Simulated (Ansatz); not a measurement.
# BrH₃O₂Sn, SMILES [OH][SnH]([OH])[Br]: a rigid scan of one bond length

Program: Ansatz's Python interface.

At the Python prompt:
```pycon
>>> import ansatz
>>> import numpy as np
>>> GEOMETRY = '''
... O    -0.05840    1.53740   -0.71090
... Sn   -0.04800   -0.07430    0.36510
... O     1.60730   -1.04300   -0.02250
... Br   -1.93320   -1.52550   -0.22590
... H    -0.99700    1.96130   -0.55230
... H    -0.11370    0.36140    2.06350
... H     1.60420   -1.28530   -0.96260
... '''
>>> brh3o2sn = ansatz.Crystal.molecule()
>>> for line in GEOMETRY.strip().splitlines():
...     symbol, *xyz = line.split()
...     brh3o2sn = brh3o2sn.atom(symbol, [float(v) for v in xyz])
...
>>> symbols = [site.symbol for site in brh3o2sn.cartesian_sites]
>>> start = np.array([site.position_ang for site in brh3o2sn.cartesian_sites])
>>> axis = (start[2] - start[1]) / np.linalg.norm(start[2] - start[1])
>>> moving = [2, 6]
>>> lengths, energies = [1.722, 1.8, 1.878, 1.957, 2.035, 2.113, 2.191, 2.309], []
>>> for length in lengths:
...     xyz = start.copy()
...     xyz[moving] += (length - np.linalg.norm(start[2] - start[1])) * axis
...     point = ansatz.Crystal.molecule()
...     for symbol, place in zip(symbols, xyz):
...         point = point.atom(symbol, place.tolist())
...     calculation = (
...         point.calculation()
...         .basis(gaussian='def2-SVP')
...         .functional('B3LYP')
...     )
...     r = calculation.run(threads=1).report
...     energies.append(r['free_energy_ev'])
...     print(f'r = {length:6.3f} A  E = {energies[-1]:.5f} eV  <S^2> = {abs(r["mean_field"]["state"]["spin_squared"]):.3f}')
...
r =  1.722 A  E = -80011.79018 eV  <S^2> = 0.000
r =  1.800 A  E = -80012.45495 eV  <S^2> = 0.000
r =  1.878 A  E = -80012.80902 eV  <S^2> = 0.000
r =  1.957 A  E = -80012.94423 eV  <S^2> = 0.000
r =  2.035 A  E = -80012.92401 eV  <S^2> = 0.000
r =  2.113 A  E = -80012.79945 eV  <S^2> = 0.000
r =  2.191 A  E = -80012.60565 eV  <S^2> = 0.000
r =  2.309 A  E = -80012.23564 eV  <S^2> = 0.000
>>> # quartic fit about the minimum
>>> fit = np.polynomial.Polynomial.fit(lengths, np.array(energies) - min(energies), 4).convert()
>>> roots = [r.real for r in fit.deriv().roots() if abs(r.imag) < 1e-9 and fit.deriv(2)(r.real) > 0]
>>> r_e = min(roots, key=lambda r: abs(r - lengths[int(np.argmin(energies))]))
>>> print(f'minimum of the fit at {r_e:.4f} A, force constant {fit.deriv(2)(r_e):.2f} eV/A^2')
minimum of the fit at 1.9813 A, force constant 22.25 eV/A^2
```

Caveats:
- Total energies depend on the basis set; only differences at equal settings carry meaning.
- The rest of the molecule is held rigid at a force-field or estimated start geometry, and the basis set is modest; single-reference methods fail as a bond breaks.
- def2 sets replace the cores of elements past krypton by effective core potentials.
- b3lyp holds the VWN-RPA fit, as in Gaussian; the form of ORCA and Turbomole is b3lyp5.
- The orbitals are restricted, so S² is zero by construction.
- The whole script took 29 s on 1 thread of Arm Neoverse V2, on a shared host, peak memory 0.3 GiB.

(Lines on the test bed's own set-up are left out of the output.)
